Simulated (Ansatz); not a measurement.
# CH4AlNO: up Jacob's ladder to CCSD(T)

An exercise on one series of results from a longer session: the logs are not shown, and one member is left open.

Computed with Ansatz 0.2.0, Gaussian basis. Level: functionals in def2-TZVPP, the program's frozen cores in correlated methods.

The runs, in order: LDA (SPW92), PBE-D4, revPBE-D4, BLYP-D4, r2SCAN-D4, B97M-V, PBE0-D4, B3LYP-D4, r2SCANh-D4, r2SCAN0-D4, HSE06-D4, BHLYP-D4, CAM-B3LYP-D4, LC-ωPBE, ωB97X-V, ωB97M-V, B2PLYP, PBE-QIDH; CCSD(T)/def2-SVP; CCSD(T)/def2-TZVPP; MP2/def2-QZVPP; extrapolation to the limit; RPA on PBE.

**Structure used throughout**

All runs share one geometry, relaxed beforehand with PBE0-D4 in a triple-zeta def2 set.

SMILES `[OH][Al]1[CH2][NH]1`, 8 atoms, charge 0, spin multiplicity 1.

Atoms are counted from 1 here; the program's logs count them from 0.

Bond lengths: O1–Al2 1.681 Å, O1–H5 0.955 Å, Al2–C3 1.900 Å, Al2–N4 1.716 Å, C3–N4 1.525 Å, C3–H6 1.093 Å, C3–H7 1.093 Å, N4–H8 1.004 Å. Angles: Al2–O1–H5 125.9°, O1–Al2–C3 161.4°, O1–Al2–N4 149.0°, C3–Al2–N4 49.6°, Al2–C3–N4 58.9°, Al2–C3–H6 123.1°, Al2–C3–H7 123.1°, N4–C3–H6 115.1°, N4–C3–H7 115.1°, H6–C3–H7 110.4°, Al2–N4–C3 71.5°, Al2–N4–H8 168.4°, C3–N4–H8 120.1°.

The first run:

The input, in.yaml:

```yaml
crystal:
  periodic: [false, false, false]
  atoms:
    - {symbol: O, position_ang: [-0.581475, 2.023104, -1.252602]}
    - {symbol: Al, position_ang: [-0.134197, 0.662972, -0.371905]}
    - {symbol: C, position_ang: [0.770477, -0.470276, 0.855744]}
    - {symbol: N, position_ang: [-0.363672, -0.999366, -0.015327]}
    - {symbol: H, position_ang: [-1.274728, 2.062189, -1.908308]}
    - {symbol: H, position_ang: [1.752024, -0.906061, 0.653651]}
    - {symbol: H, position_ang: [0.568408, -0.468392, 1.929677]}
    - {symbol: H, position_ang: [-0.644938, -1.961171, 0.053269]}
basis:
  gaussian: {orbitals: def2-TZVPP}
hamiltonian: {xc: lda}
output: {orbitals: {seedname: orbitals}}
```

Run with:

```sh
> ansatz run in.yaml --threads 2 --pin off --events-out ev --progress --plain --max-ram 4352MiB
```

Among the steps run: LDA; PBE-D4 (GGA); revPBE-D4 (GGA); BLYP-D4 (GGA); r2SCAN-D4 (meta-GGA); B97M-V (meta-GGA); B3LYP-D4 (hybrid); r2SCANh-D4 (hybrid); r2SCAN0-D4 (hybrid); HSE06-D4 (hybrid); BHLYP-D4 (hybrid); CAM-B3LYP-D4 (range-separated); LC-ωPBE (range-separated); ωB97X-V (range-separated); ωB97M-V (range-separated); B2PLYP (double hybrid); PBE-QIDH (double hybrid).

One table of the session follows, with a row left open; its other results are not shown here.

It belongs to the step «Frontier levels by functional». 

| functional | HOMO (eV) | gap (eV) |
| --- | --- | --- |
| LDA (SPW92) | -5.20 | 3.26 |
| PBE-D4 | -5.05 | 3.33 |
| revPBE-D4 | -4.99 | 3.38 |
| BLYP-D4 | -4.93 | 3.25 |
| r2SCAN-D4 | -5.26 | 3.97 |
| B97M-V | -5.31 | 3.78 |
| PBE0-D4 | -6.36 | 5.50 |
| B3LYP-D4 | -6.14 | 4.97 |
| r2SCANh-D4 | -5.76 | 4.75 |
| r2SCAN0-D4 | -6.52 | 5.91 |
| HSE06-D4 | -5.96 | 4.72 |
| BHLYP-D4 | ? | ? |
| CAM-B3LYP-D4 | -7.77 | 7.79 |
| LC-ωPBE | -9.14 | 10.42 |
| ωB97X-V | -8.78 | 9.87 |
| ωB97M-V | -8.70 | 9.47 |

Q: Estimate the row for BHLYP-D4 from the others.

Worked estimate for «HOMO (eV)». Against the share of exact exchange, BLYP-D4 (0, -4.93), B3LYP-D4 (0.2, -6.14) give a slope of -6.05 per unit share; at 0.5 the line stands at -7.95.

As computed: HOMO (eV): -7.60; gap (eV): 7.49. In «HOMO (eV)» the line misses by -0.35.
